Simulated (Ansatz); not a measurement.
MnCo, space group Pm-3m, a comparison of magnetic orders

Program: Ansatz's Python interface.

The cells in order, each with its output:

```python
import ansatz as az
import numpy as np

SMEARING_WIDTH = 0.02
SCF_TOL = 1e-07
MAX_SCF = 60


def count_gap(report):
    # lowest empty less highest filled band, counting bands; zero where they overlap
    return max(report.get("gap_by_band_count_ev") or 0.0, 0.0)
```

```python
CELL = [
    (2.8536, 0.0, 0.0),
    (0.0, 2.8536, 0.0),
    (0.0, 0.0, 2.8536),
]
ATOMS = [
    ("Mn", (0.0, 0.0, 0.0)),
    ("Co", (0.5, 0.5, 0.5)),
]
```

```python
def ordered(moments):
    crystal = az.Crystal(lattice=az.Lattice.of(CELL))
    for (symbol, position), moment in zip(ATOMS, moments):
        crystal = crystal.atom(symbol, position, moment=moment or None)
    return crystal
```

```python
# starting moments in muB, one an atom
orders = {
    "FM": [3.2, 2.0],
    "AFM": [3.2, -2.0],
}
```

```python
rows = []
for label, moments in orders.items():
    calculation = (
        ordered(moments).calculation()
        .functional(az.Functional.LDA)
        .basis(18 * az.Ha)
        .kpoints(10)
        .occupations(az.OccupationsMethod.FERMI_DIRAC, width=SMEARING_WIDTH)
        .scf(tolerance=SCF_TOL, max_iterations=MAX_SCF)
        .spin("collinear")
        .band_table()
    )
    report = calculation.run(threads=1, backend="cpu").report
    rows.append((label, report["free_energy_ev"], report["magnetization_mub"], report["absolute_magnetization_mub"], max(abs(m) for m in report["site_moments_mub"]), count_gap(report)))
    print(label, "site moments:", [round(m, 2) for m in report["site_moments_mub"]])
```

    FM site moments: [2.69, 1.26]
    RunWarning: the starting moments were not kept: 1 of 2 ended reversed and 1 kept their direction, counting a site from 0.1 μB. The largest reversed, site 0 (counted from 0, in the order of the report's site_moments_mub), started with +3.2 μB and closes at -2.7e0 μB in its sphere. The SCF closed on another magnetic [...]
    AFM site moments: [-2.69, -1.26]

```python
# the same cell with no spin polarisation
plain = (
    ordered([0] * len(ATOMS)).calculation()
    .functional(az.Functional.LDA)
    .basis(18 * az.Ha)
    .kpoints(10)
    .occupations(az.OccupationsMethod.FERMI_DIRAC, width=SMEARING_WIDTH)
    .scf(tolerance=SCF_TOL, max_iterations=MAX_SCF)
    .band_table()
)
report = plain.run(threads=1, backend="cpu").report
rows.append(("NM", report["free_energy_ev"], 0.0, 0.0, 0.0, count_gap(report)))
```

```python
lowest = min(row[1] for row in rows)
rows = [(row[0], 1000 * (row[1] - lowest) / 2, *row[2:]) for row in sorted(rows, key=lambda row: row[1])]
print("         order  meV/magnetic atom         net muB    absolute muB  largest site muB  gap by band count eV")
for row in rows:
    print(f"{str(row[0]):>14s}  {row[1]:17.2f}  {row[2]:14.3f}  {row[3]:14.3f}  {row[4]:16.3f}  {row[5]:20.3f}")
print("lowest of these starts:", rows[0][0])
```

             order  meV/magnetic atom         net muB    absolute muB  largest site muB  gap by band count eV
               AFM               0.00          -4.018           4.091             2.686                 0.000
                FM               0.00           4.018           4.091             2.686                 0.000
                NM             339.41           0.000           0.000             0.000                 0.000
    lowest of these starts: AFM

In order of energy: ferromagnetic (+0.0 meV an atom, largest site moment 2.69 μB), ferromagnetic (+0.0 meV an atom, largest site moment 2.69 μB) and non-magnetic (+339.4 meV an atom, largest site moment 0.00 μB). These are the states reached from the starts typed.

What to keep in mind:
- The settings weren't tested for convergence.
- The SCF didn't keep the moments it started from (some shrank, vanished or turned); what is printed is the state reached.
- The mesh is modest for a metal, so energies can be off by several to tens of meV an atom and pressures by half a GPa or more; differences at equal mesh fare better.
- A gap by band count of zero or less means overlapping bands, a metal.
- This cell is a computed structure, which may not be the phase found in nature.
- Gaps and levels are Kohn-Sham values on a finite set of k-points.
- Warnings are shown shortened and without file and line.
- Each row is the state reached from that start at the given structure, not necessarily the lowest of its order; other orders weren't tried.
- Run time: 18 s on 1 thread of Arm Neoverse V1, on a shared host, peak memory 0.44 GiB.
